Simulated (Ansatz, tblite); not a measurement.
**The cluster Li₄F₅−: a ladder of methods and basis sets**

Aim: run the singlet of the cluster Li₄F₅− at one geometry on many levels, and compare frontier levels, spin and run time.

Method: as each input shows; program: Ansatz 0.2.0, Gaussian basis.

Levels to be run: GFN1-xTB, GFN2-xTB, PBE-D4/def2-TZVPD, r2SCAN-D4/def2-TZVPD, BHLYP-D4/def2-TZVPD, r2SCAN0-D4/def2-TZVPD, BLYP-D4/def2-TZVPD, CCSD(T)/def2-SVPD, MP2/def2-TZVPD.

3 further runs of the same task are left out: 3 set aside as unsound or not needed. Runs told in other sessions of the task aren't counted.

### Step 1. The geometry

The geometry is that of the singlet, from an earlier relaxation (B3LYP-D4/def2-SVPD). At that level it is the lowest of the isomers that a small search found.

9 atoms, charge -1, spin multiplicity 1.

Bond lengths: Li1–F6 1.778 Å, Li1–F8 1.891 Å, Li1–F9 1.778 Å, Li2–F5 1.778 Å, Li2–F8 1.891 Å, Li2–F9 1.778 Å, Li3–F5 1.778 Å, Li3–F7 1.778 Å, Li3–F8 1.891 Å, Li4–F6 1.778 Å, Li4–F7 1.778 Å, Li4–F8 1.891 Å. Angles: F6–Li1–F8 95.0°, F6–Li1–F9 156.8°, F8–Li1–F9 95.0°, F5–Li2–F8 95.0°, F5–Li2–F9 156.8°, F8–Li2–F9 95.0°, F5–Li3–F7 156.8°, F5–Li3–F8 95.0°, F7–Li3–F8 95.0°, F6–Li4–F7 156.8°, F6–Li4–F8 95.0°, F7–Li4–F8 95.0°, Li2–F5–Li3 86.9°, Li1–F6–Li4 86.9°, Li3–F7–Li4 86.9°, Li1–F8–Li2 80.6°, Li1–F8–Li3 132.5°, Li1–F8–Li4 80.6° and more.

The ion is computed in the gas phase, without counter-ions or solvent.

PBE0-D4/def2-TZVPD was run before; its log isn't repeated, and its numbers join the tables.

### Step 2. GFN1-xTB

Tight binding, by tblite at 300 K electronic temperature and without a spin-polarisation term:

```python
tblite.interface.Calculator('GFN1-xTB', numbers, positions, charge=-1, uhf=0).singlepoint()
```

Energy -754.4088 eV, HOMO -6.92 eV, LUMO -2.47 eV; 0.005 s.

### Step 3. GFN2-xTB

Tight binding, by tblite at 300 K electronic temperature and without a spin-polarisation term:

```python
tblite.interface.Calculator('GFN2-xTB', numbers, positions, charge=-1, uhf=0).singlepoint()
```

Energy -695.2180 eV, HOMO -6.60 eV, LUMO 0.82 eV; 0.004 s.

### Step 4. PBE-D4/def2-TZVPD

start.molden holds the orbitals of an earlier run on this state, given as this run's starting guess.

in.yaml

```yaml
crystal:
  periodic: [false, false, false]
  atoms:
    - {symbol: Li, position_ang: [-1.638893, -0.173665, 0.531724]}
    - {symbol: Li, position_ang: [0.378166, 0.857528, 1.455749]}
    - {symbol: Li, position_ang: [1.669406, 0.047623, -0.457833]}
    - {symbol: Li, position_ang: [-0.347940, -0.982285, -1.382600]}
    - {symbol: F, position_ang: [1.972716, 1.277574, 0.790169]}
    - {symbol: F, position_ang: [-2.088956, -0.797707, -1.071501]}
    - {symbol: F, position_ang: [1.242118, -0.576218, -2.067363]}
    - {symbol: F, position_ang: [0.171172, -0.706605, 0.414229]}
    - {symbol: F, position_ang: [-1.357779, 1.053744, 1.787436]}
basis:
  gaussian: {orbitals: def2-TZVPD, initial_orbitals: start.molden}
total_charge: -1
hamiltonian: {xc: pbe, dispersion: d4}
scf: {omitted_lower_state_checks: [starts]}
output: {forces: true, orbitals: {seedname: orbitals}}
```

Started as:

```sh
ansatz run in.yaml --threads 4 --pin off --events-out ev --progress --plain --max-ram 4787MiB
```

The runs that follow: r2SCAN-D4/def2-TZVPD; BHLYP-D4/def2-TZVPD; r2SCAN0-D4/def2-TZVPD; BLYP-D4/def2-TZVPD; CCSD(T)/def2-SVPD; MP2/def2-TZVPD.

Q: Predict the results of all the runs planned. Wanted: gap in def2-TZVPD, named functionals, smallest and largest; correlation energy, CCSD(T)/def2-SVPD; correlation energy, MP2/def2-TZVPD.

As calculated:

```
                                                  quantity                                  value
gap in def2-TZVPD, named functionals, smallest and largest  5.58 eV (BLYP-D4), 9.97 eV (BHLYP-D4)
                     correlation energy, CCSD(T)/def2-SVPD                              -30.96 eV
                        correlation energy, MP2/def2-TZVPD                              -41.23 eV
```

In words: Over the named functionals in def2-TZVPD the gap runs from 5.58 eV (BLYP-D4) to 9.97 eV (BHLYP-D4); exact exchange widens it.
